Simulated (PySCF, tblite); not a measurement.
# C₈H₁₄OSi: geometry, infrared bands and NMR shifts

Wanted: the infrared bands and NMR shifts of C₈H₁₄OSi (`O=C(/C=C/C1CC1)CC[SiH3]`), by calculation.

The runs use tblite 0.8.0 and PySCF 2.14.0, with density-fitted response routines of our own; the level of theory stands in each step. All values are computed, except where a source is named. Atoms are numbered from 0 throughout.

### Step 1. The starting structure

24 atoms, charge 0, multiplicity 1; geometry from: force field or distance geometry start.

Bonds of the start (Å): O0–C1 1.22, C1–C2 1.48, C2–C3 1.36, C3–C4 1.47, C4–C5 1.51, C5–C6 1.50, C1–C7 1.54, C7–C8 1.53, C8–Si9 1.87, C6–C4 1.50, C2–H10 1.08, C3–H11 1.08, C4–H12 1.09, C5–H13 1.09, C5–H14 1.08, C6–H15 1.10, C6–H16 1.09, C7–H17 1.10, C7–H18 1.10, C8–H19 1.09, C8–H20 1.09, Si9–H21 1.49, Si9–H22 1.47, Si9–H23 1.48.

### Step 2. Geometry optimisation with GFN2-xTB

The job: settings as JSON, then the geometry in Å.

```
{"job": {"kind": "relax", "xc": "GFN2-xTB", "basis": "xTB"}, "charge": 0, "multiplicity": 1}
O      0.875800    -0.905200    -1.626100
C      0.792700    -0.805900    -0.412300
C     -0.505200    -0.675700     0.294400
C     -1.657800    -0.565600    -0.413700
C     -2.996800    -0.441300     0.183400
C     -3.958600     0.544200    -0.444700
C     -3.356000     0.831100     0.901700
C      2.031300    -0.861700     0.499500
C      3.339800    -0.566000    -0.238600
Si     3.609600     1.222700    -0.716200
H     -0.513100    -0.650800     1.372100
H     -1.614000    -0.610300    -1.492500
H     -3.426300    -1.366900     0.555600
H     -3.618200     1.149200    -1.281600
H     -5.004900     0.279400    -0.484700
H     -4.004900     0.747900     1.784900
H     -2.626300     1.630800     0.976200
H      2.071900    -1.890400     0.899300
H      1.890200    -0.172200     1.341900
H      3.415800    -1.183100    -1.133200
H      4.162800    -0.852300     0.415700
H      3.631100     2.054000     0.514400
H      2.533600     1.741700    -1.578300
H      4.915700     1.366200    -1.407000
```

Command:

```
$ OMP_NUM_THREADS=1 python probes_run.py task.json out
```

One launch serves the whole session: the jobs run in the order shown.

**Question.** This job is followed by: GFN2-xTB harmonic vibrations, gas phase; GIAO PBE0/pcSseg-1 NMR shielding, non-relativistic, gas phase. What will the session give for the following? strongest single infrared mode (GFN2-xTB); zero-point energy (GFN2-xTB); 13C shifts against TMS (PBE0/pcSseg-1, means over atoms taken as alike); 1H shifts against TMS (PBE0/pcSseg-1, means over atoms taken as alike); 17O shifts against H2O (PBE0/pcSseg-1); 29Si shifts against TMS (PBE0/pcSseg-1); surface potential, 1st and 99th percentile.

As calculated:

| quantity | value |
| --- | --- |
| strongest single infrared mode (GFN2-xTB) | 1625 cm⁻¹, 562 km/mol |
| zero-point energy (GFN2-xTB) | 120.7 kcal/mol |
| 13C shifts against TMS (PBE0/pcSseg-1, means over atoms taken as alike) | 205.4, 166.9, 130.6, 42.4, 20.2, 12.4, 4.5 ppm |
| 1H shifts against TMS (PBE0/pcSseg-1, means over atoms taken as alike) | 6.95, 6.44, 4.12, 2.65, 1.56, 1.09, 0.74, 0.73 ppm |
| 17O shifts against H2O (PBE0/pcSseg-1) | 562.9 ppm |
| 29Si shifts against TMS (PBE0/pcSseg-1) | -78.9 ppm |
| surface potential, 1st and 99th percentile | -1.44 V and 1.09 V |

What this shows: Over 192 steps the energy fell by 0.408 eV; of the close pairs, C8–Si9 changed most, 1.871 to 1.914 Å. No mode is imaginary among the 66: a minimum at this level. The strongest single mode, at 1625 cm⁻¹, moves mainly C3 and C2. GFN2-xTB is a fitted tight-binding method: band positions and strengths are rough. Its intensities can rank the bands wrongly. The most deshielded carbon is C1 (ketone carbonyl carbon), at 205.4 ppm: low-lying n→π* states of the double bond to the heteroatom give a large paramagnetic term (-272 ppm). The most deshielded hydrogen is H11 (hydrogen on a β carbon of a C=C–C=O unit), at 6.95 ppm: olefinic region. At PBE0/pcSseg-1: The widest tensor belongs to O0: span 1067 ppm, with a paramagnetic part of -633 ppm. By nearest atom (PBE0/pcSseg-1), the HOMO sits on O0 41 %; H23 16 % and the LUMO on C1, C3 about 25 % each; O0 16 %.
